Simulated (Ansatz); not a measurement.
**NaF (Villiaumite): further runs on the relaxed cell**

An exercise on one series of results from a longer session: the logs are not shown, and one member is left open.

Method: DFT PBE, scalar-relativistic, plane waves, PAW, in Ansatz 0.2.0.

## The starting structure

Symmetry: Fm-3m, No. 225, cubic system. Conventional cell: a = 4.699 Å, b = 4.699 Å, c = 4.699 Å, α = 90.00°, β = 90.00°, γ = 90.00°. Around Na (site symmetry m-3m) lie 6 F at 2.35 Å. Around F (site symmetry m-3m) lie 6 Na at 2.35 Å.

Coordinates:

```xyz
2
Lattice="0.0000 2.3497 2.3497 2.3497 0.0000 2.3497 2.3497 2.3497 0.0000" Properties=species:S:1:pos:R:3 pbc="T T T"
Na    0.0000    0.0000    0.0000
F     2.3497    2.3497    2.3497
```

This cell was relaxed beforehand with the same method: volume 12.97 Å³/atom, gap on the mesh 6.09 eV.

The first run:

File input.yaml:

```yaml
crystal:
  lattice:
    - [0.0, 2.3497438127, 2.3497438127]
    - [2.3497438127, 0.0, 2.3497438127]
    - [2.3497438127, 2.3497438127, 0.0]
  atoms:
    - { symbol: Na, position: [0.0, 0.0, 0.0] }
    - { symbol: F, position: [0.5, 0.5, 0.5] }
basis:
  ecutwfc: 420
kpoints:
  mp_grid: { grid: [8, 8, 8] }
  band_path: { path: [VBM, CBM], npoints: 2 }
hamiltonian:
  xc: pbe
scf:
  occupations: { method: gaussian, width: 0.02 }
output:
  forces: false
  stress: false
  eigenvalues: true
checkpoint:
  read: start.run
  write: ck
  compress: false
  write_wavefunctions: false
  write_every: 100000
```

Run with:

```
ansatz run input.yaml --threads 1 --pin off --max-ram 2560MiB --backend cpu --events-out ev --progress --plain --runs-dir out
```

Steps of the session up to this table: Band edges anywhere in the zone; Eigenvalues a small step from each edge; Back to the database's cell; Volume × 0.97; Volume × 1.03; The cell scaled to 0.94 of its volume; Point at V/V0 = 1.06; The cell scaled to 0.91 of its volume; Point at V/V0 = 1.10; Volume × 0.88.

One of the session's tables, all rows but one given; the rest of the session is left out.

It belongs to the step «Fit of the equation of state». 

| volume (Å³/atom) | energy above the lowest point (meV/atom) | pressure (GPa) | gap on the mesh (eV) |
| --- | --- | --- | --- |
| 11.417 | 33.6 | 7.74 | 6.81 |
| 11.806 | 17.9 | 5.31 | 6.61 |
| 12.195 | 7.5 | 3.25 | 6.42 |
| 12.584 | ? | ? | ? |
| 12.974 | 0.0 | 0.05 | 6.09 |
| 13.363 | 1.4 | -1.19 | 5.94 |
| 13.752 | 5.6 | -2.25 | 5.80 |
| 14.271 | 14.9 | -3.41 | 5.63 |

Estimate the missing values for volume (Å³/atom) = 12.584.

Worked estimate for «energy above the lowest point (meV/atom)». A straight line through the neighbours (12.195, 7.5) and (12.974, 0.0) gives 7.5 + (0.0 − 7.5) × (12.584 − 12.195) / (12.974 − 12.195) = 3.8; a parabola fitted to 4 rows on both sides gives 1.8.

As computed: energy above the lowest point (meV/atom): 1.8; pressure (GPa): 1.52; gap on the mesh (eV): 6.25. In «energy above the lowest point (meV/atom)» the line misses by +2.0 and the parabola by 0.0.
